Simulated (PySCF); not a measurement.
# BBr2F (dibromofluoroborane) at B3LYP/cc-pVDZ

Aim: the vertical singlet–triplet gap of BBr2F (dibromofluoroborane) at B3LYP/cc-pVDZ, from 2 runs. 

The results are computed with PySCF 2.14.0.

2 further runs of the same task are left out: 2 set aside as unsound or not needed.

### Step 1. The molecule

The species is BBr2F (4 atoms), meant as a singlet with charge 0. As SMILES, `FB(Br)Br`. Geometry: relaxed at PBE0-D4/def2-TZVP.

Bond lengths: F1–B2 1.307 Å, B2–Br3 1.901 Å, B2–Br4 1.901 Å. Angles: F1–B2–Br3 119.1°, F1–B2–Br4 119.1°, Br3–B2–Br4 121.7°.

### Step 2. The energy at B3LYP/cc-pVDZ

run.py

```python
from pyscf import gto, dft

mol = gto.M(
    atom='F 1.316550 0.465960 0.364370; B 0.123960 0.043770 0.034160; Br -0.483040 -1.629420 0.701450; Br -0.957470 1.119690 -1.099980',
    basis='cc-pvdz',
    spin=0,
    charge=0,
    max_memory=1860,
    verbose=4,
)

myscf = dft.RKS(mol)
myscf.xc = 'b3lyp'
myscf.conv_tol = 1e-10
myscf.grids.level = 5
myscf.kernel()
if not myscf.converged:
    myscf = myscf.newton().run(myscf.mo_coeff, myscf.mo_occ)

etot = myscf.e_tot
print('Final energy', etot)
```

On the command line:

```console
OMP_NUM_THREADS=1 python run.py
```

Standard output:

```text
PySCF version 2.14.0

[INPUT] num. atoms = 4
[INPUT] num. electrons = 84
[INPUT] charge = 0
[INPUT] spin (= nelec alpha-beta = 2S) = 0
[INPUT] symmetry False subgroup None
[INPUT] Mole.unit = angstrom
[INPUT] Symbol           X                Y                Z      unit          X                Y                Z       unit  Magmom
[INPUT]  1 F      1.316550000000   0.465960000000   0.364370000000 AA    2.487918929296   0.880536785002   0.688559508008 Bohr   0.0
[INPUT]  2 B      0.123960000000   0.043770000000   0.034160000000 AA    0.234250450401   0.082713312472   0.064553044415 Bohr   0.0
[INPUT]  3 Br    -0.483040000000  -1.629420000000   0.701450000000 AA   -0.912813307210  -3.079157541889   1.325548390076 Bohr   0.0
[INPUT]  4 Br    -0.957470000000   1.119690000000  -1.099980000000 AA   -1.809356072487   2.115907444414  -2.078660942499 Bohr   0.0

nuclear repulsion = 430.663016623796
number of shells = 22
number of NR pGTOs = 206
number of NR cGTOs = 82
basis = cc-pvdz
ecp = {}

******** <class 'pyscf.dft.rks.RKS'> ********
method = RKS
initial guess = minao
damping factor = 0
level_shift factor = 0
DIIS = <class 'pyscf.scf.diis.CDIIS'>
diis_start_cycle = 1
diis_space = 8
diis_damp = 0
SCF conv_tol = 1e-10
SCF conv_tol_grad = None
SCF max_cycles = 50
direct_scf = True
direct_scf_tol = 1e-13
XC library pyscf.dft.libxc version 7.0.0
    S. Lehtola, C. Steigemann, M. J.T. Oliveira, and M. A.L. Marques.,  SoftwareX 7, 1–5 (2018)
XC functionals = b3lyp
    P. J. Stephens, F. J. Devlin, C. F. Chabalowski, and M. J. Frisch.,  J. Phys. Chem. 98, 11623 (1994)
radial grids:
    Treutler-Ahlrichs [JCP 102, 346 (1995); DOI:10.1063/1.469408] (M4) radial grids

becke partition: Becke, JCP 88, 2547 (1988); DOI:10.1063/1.454033
pruning grids: <function nwchem_prune>
grids dens level: 5
symmetrized grids: False
atomic radii adjust function: <function treutler_atomic_radii_adjust>
small_rho_cutoff = 0
Set gradient conv threshold to 1e-05
Initial guess from minao.
tot grids = 176512
init E= -5271.52228363171
  HOMO = -0.318710933379906  LUMO = -0.0607990035989392  gap/eV = 7.01814
cycle= 1 E= -5273.08825039665  delta_E= -1.57  |g|=  0.5  |ddm|= 1.91
  HOMO = -0.294724604804487  LUMO = -0.0737845674467481  gap/eV = 6.01208
cycle= 2 E= -5272.99720500683  delta_E= 0.091  |g|= 0.885  |ddm|= 0.848
  HOMO = -0.294953090566924  LUMO = -0.0475490757255397  gap/eV = 6.73221
cycle= 3 E= -5273.13720200931  delta_E= -0.14  |g|= 0.0354  |ddm|= 0.532
  HOMO = -0.301580946758952  LUMO = -0.0453184672307918  gap/eV = 6.97326
cycle= 4 E= -5273.13739899884  delta_E= -0.000197  |g|= 0.0241  |ddm|= 0.0552
  HOMO = -0.300739997296528  LUMO = -0.0476104263560888  gap/eV = 6.88801
cycle= 5 E= -5273.13754005241  delta_E= -0.000141  |g|= 0.00534  |ddm|= 0.0234
  HOMO = -0.300260473114728  LUMO = -0.0467458516154098  gap/eV = 6.89848
cycle= 6 E= -5273.13754893914  delta_E= -8.89e-06  |g|= 0.000767  |ddm|= 0.00541
  HOMO = -0.300274259153498  LUMO = -0.046827280201553  gap/eV = 6.89664
cycle= 7 E= -5273.13754908426  delta_E= -1.45e-07  |g|= 8.71e-05  |ddm|= 0.000712
  HOMO = -0.300271609087094  LUMO = -0.046827224609423  gap/eV = 6.89657
cycle= 8 E= -5273.13754908664  delta_E= -2.38e-09  |g|= 2.73e-05  |ddm|= 0.000109
  HOMO = -0.300271758269631  LUMO = -0.0468267743547655  gap/eV = 6.89659
cycle= 9 E= -5273.13754908683  delta_E= -1.95e-10  |g|= 5.61e-06  |ddm|= 2.31e-05
  HOMO = -0.300272420553051  LUMO = -0.0468271730582668  gap/eV = 6.89660
cycle= 10 E= -5273.13754908684  delta_E= -1.27e-11  |g|= 3.57e-07  |ddm|= 5.36e-06
  HOMO = -0.300272333438057  LUMO = -0.0468270712717302  gap/eV = 6.89660
Extra cycle  E= -5273.13754908686  delta_E= -1.09e-11  |g|= 3.64e-07  |ddm|= 7.03e-07
converged SCF energy = -5273.13754908686
Final energy -5273.137549086856
```

Wall time 15 s (1 thread of Arm Neoverse V2, shared host); peak memory 0.43 GiB.

### Step 3. The triplet

job.py

```python
from pyscf import gto, dft

mol = gto.M(
    atom='''
F      2.487919     0.880537     0.688560
B      0.234250     0.082713     0.064553
Br    -0.912813    -3.079158     1.325548
Br    -1.809356     2.115907    -2.078661
''',
    unit='bohr',
    charge=0,
    spin=2,
    verbose=3,
    max_memory=1860,
    basis='cc-pvdz',
)

mf = dft.UKS(mol, xc='b3lyp')
mf.conv_tol = 1e-10
mf.grids.level = 5
mf.kernel()
if not mf.converged:
    mf = mf.newton().run(mf.mo_coeff, mf.mo_occ)

etot = mf.e_tot
print('E(%s) = %.9f' % ('B3LYP', etot))
```

On the command line:

```console
OMP_NUM_THREADS=1 python job.py
```

Standard output:

```text
WARN: HOMO -0.0607990348020366 >= LUMO -0.318710940334053

WARN: HOMO -0.0541351944785102 >= LUMO -0.241630145333789

WARN: HOMO -0.0957999081943584 >= LUMO -0.26774150084661

WARN: HOMO -0.0912766503912454 >= LUMO -0.26825327801045

WARN: HOMO -0.0956350540338855 >= LUMO -0.264745427593379

WARN: HOMO -0.0931434173711647 >= LUMO -0.263679538019946

WARN: HOMO -0.0936494968496504 >= LUMO -0.263914744442618

WARN: HOMO -0.0935697132850821 >= LUMO -0.263928972184031

WARN: HOMO -0.0935207935977997 >= LUMO -0.263910566241552

WARN: HOMO -0.0935172291504438 >= LUMO -0.263914730660428

WARN: HOMO -0.0935175660449543 >= LUMO -0.263922638598314

WARN: HOMO -0.093515972491832 >= LUMO -0.263922023492603

WARN: HOMO -0.0935155108658252 >= LUMO -0.263922634387422

WARN: HOMO -0.0935153658413723 >= LUMO -0.263922442157109

WARN: HOMO -0.0935155303860356 >= LUMO -0.263922488986258

converged SCF energy = -5272.92771168153  <S^2> = 2.0054116  2S+1 = 3.0036056
E(B3LYP) = -5272.927711682
```

Run time: 33 s. Hardware: 1 thread of Arm Neoverse V2, shared host; peak memory 0.45 GiB.

### Step 4. Outcome

Level: B3LYP/cc-pVDZ.

```
                                        quantity           value
                           singlet: total energy  -5273.13755 Eh
                          singlet: dipole moment          0.22 D
                            singlet: HOMO energy        -8.17 eV
                            singlet: LUMO energy        -1.27 eV
                          singlet: HOMO–LUMO gap         6.90 eV
                           triplet: total energy  -5272.92771 Eh
                          triplet: dipole moment          1.82 D
     triplet: HOMO energy (highest over α and β)        -2.54 eV
                                   triplet: ⟨S²⟩           2.005
vertical energy of the triplet above the singlet        5.710 eV
```

**Reading.** At this shape the triplet lies 5.71 eV (132 kcal/mol) above the singlet. Mulliken charges (triplet) run from -0.18 on B2 to +0.13 on Br3; they depend strongly on the basis.
